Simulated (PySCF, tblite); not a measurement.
**C3H9F3OSi2: geometry, infrared bands and NMR shifts**

What infrared bands and NMR shifts should C3H9F3OSi2 (`CCO[Si@@H]([SiH3])C(F)(F)F`) show?

The runs use tblite 0.8.0 and PySCF 2.14.0, with density-fitted response routines of our own; the level of theory stands in each step. All values are computed, except where a source is named. Atoms are numbered from 0 throughout.

### 1 Starting geometry

18 atoms, charge 0, multiplicity 1; geometry from: force field or distance geometry start.

Bonds of the start (Å): C0–C1 1.53, C1–O2 1.38, O2–Si3 1.72, Si3–Si4 2.25, Si3–C5 1.87, C5–F6 1.38, C5–F7 1.40, C5–F8 1.38, C0–H9 1.09, C0–H10 1.13, C0–H11 1.11, C1–H12 1.11, C1–H13 1.10, Si3–H14 1.44, Si4–H15 1.47, Si4–H16 1.45, Si4–H17 1.45.

### 2 Optimising the geometry with GFN2-xTB

The job: settings as JSON, then the geometry in Å.

```
{"job": {"kind": "relax", "xc": "GFN2-xTB", "basis": "xTB"}, "charge": 0, "multiplicity": 1}
C      2.861500    -0.144500     0.552100
C      1.613600    -0.327900    -0.316200
O      0.618300     0.406000     0.292700
Si    -0.881500     0.329800    -0.546000
Si    -1.897000    -1.561600     0.120700
C     -1.842900     1.840000    -0.011300
F     -2.792900     2.215400    -0.935900
F     -0.902500     2.859100     0.156300
F     -2.378500     1.544600     1.223000
H      3.769100    -0.413900     0.020400
H      2.861600     0.945400     0.837300
H      2.701900    -0.724800     1.486400
H      1.879000     0.102700    -1.303400
H      1.368800    -1.393800    -0.438800
H     -0.769000     0.336600    -1.985200
H     -0.891700    -2.636300     0.082000
H     -2.989600    -1.965400    -0.743900
H     -2.336900    -1.405100     1.498100
```

Run with:

```console
OMP_NUM_THREADS=1 python probes_run.py task.json out
```

The driver reads the jobs from task.json and runs them one after another.

**Question.** This job is followed by: GFN2-xTB harmonic vibrations, gas phase; GIAO PBE0/pcSseg-1 NMR shielding, non-relativistic, gas phase. What will the session give for the following? strongest single infrared mode (GFN2-xTB); zero-point energy (GFN2-xTB); ¹³C shifts against TMS (PBE0/pcSseg-1); ¹H shifts against TMS (PBE0/pcSseg-1, means over atoms taken as alike); ¹⁷O shifts against H2O (PBE0/pcSseg-1); ²⁹Si shifts against TMS (PBE0/pcSseg-1); ¹⁹F shifts against CFCl3 (PBE0/pcSseg-1, means over atoms taken as alike); surface potential, 1st and 99th percentile.

As calculated:

| quantity | value |
| --- | --- |
| strongest single infrared mode (GFN2-xTB) | 646 cm⁻¹, 410 km/mol |
| zero-point energy (GFN2-xTB) | 71.9 kcal/mol |
| ¹³C shifts against TMS (PBE0/pcSseg-1) | 138.6, 63.1, 20.3 ppm |
| ¹H shifts against TMS (PBE0/pcSseg-1, means over atoms taken as alike) | 5.33, 4.08, 3.76, 3.47, 1.37 ppm |
| ¹⁷O shifts against H2O (PBE0/pcSseg-1) | 26.8 ppm |
| ²⁹Si shifts against TMS (PBE0/pcSseg-1) | -17.6, -130.9 ppm |
| ¹⁹F shifts against CFCl3 (PBE0/pcSseg-1, means over atoms taken as alike) | -77.7 ppm |
| surface potential, 1st and 99th percentile | -0.94 V and 1.60 V |

Relaxing lowered the energy by 0.901 eV in 118 steps; the close pair that moved most is O2–Si3, from 1.720 to 1.612 Å. The lowest mode is imaginary (21i cm⁻¹), so the xTB geometry is not a minimum. The strongest single mode, at 646 cm⁻¹, moves mainly H14. GFN2-xTB is a fitted tight-binding method: band positions and strengths are rough. Its intensities can rank the bands wrongly. At PBE0/pcSseg-1: Shielding is most anisotropic at F6, F7, F8 (span 182 ppm, paramagnetic term -226 ppm). At PBE0/pcSseg-1, counted by nearest atom on the grid, the HOMO lies on O2 38 %; Si4 14 %, the LUMO on Si3 25 %; Si4 13 %.
